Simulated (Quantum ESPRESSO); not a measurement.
The system is PPt.

```xyz
4
Lattice="3.7430 0.0000 0.0000 -1.8715 3.2416 0.0000 0.0000 0.0000 6.3537" Properties=species:S:1:pos:R:3 pbc="T T T"
Pt    0.0000    2.1610    2.3630
Pt    1.8715    1.0805    5.5398
P     0.0000    2.1610    0.0197
P     1.8715    1.0805    3.1966
```

The cell comes from a database or a generator and needn't be the stable form of this composition.

```yaml
Program: Quantum ESPRESSO 7.5
Task: single point
Functional: PBE
Potentials_or_basis: SSSP 1.3 efficiency PBE
Cutoff: 748 eV
Density_cutoff: 5987 eV
k_mesh: 8 × 8 × 4
Occupations: fermi-dirac, width 0.05 eV
Spin: no spin polarisation
```

On this cell: pressure 0.0 GPa; largest force 0.136 eV/Å; band gap on the k mesh none (metal or under the smearing width).

The same run follows on a disturbed copy (atoms moved at random, drawn with an rms of 0.05 Å):

```xyz
4
Lattice="3.7430 0.0000 0.0000 -1.8715 3.2416 0.0000 0.0000 0.0000 6.3537" Properties=species:S:1:pos:R:3 pbc="T T T"
Pt   -0.0122    2.1336    2.3849
Pt    1.8747    1.0814    5.5118
P    -0.0504    2.1710   -0.0205
P     1.8721    1.1027    3.2000
```

Problem. What changes?

Solution. The energy (extrapolated to zero smearing) moves by +12.7 meV/atom; pressure 0.5 GPa; largest force 0.807 eV/Å; band gap on the k mesh none (metal or under the smearing width).

Forces on the atoms (eV/Å):
```
Pt   0.129  0.489 -0.615
Pt  -0.533  0.063  0.076
P    0.532 -0.079  0.602
P   -0.129 -0.473 -0.063
```

Stress tensor (GPa, compression positive):
```
 1.37  1.26  0.43
 1.26 -0.15 -0.64
 0.43 -0.64  0.38
```
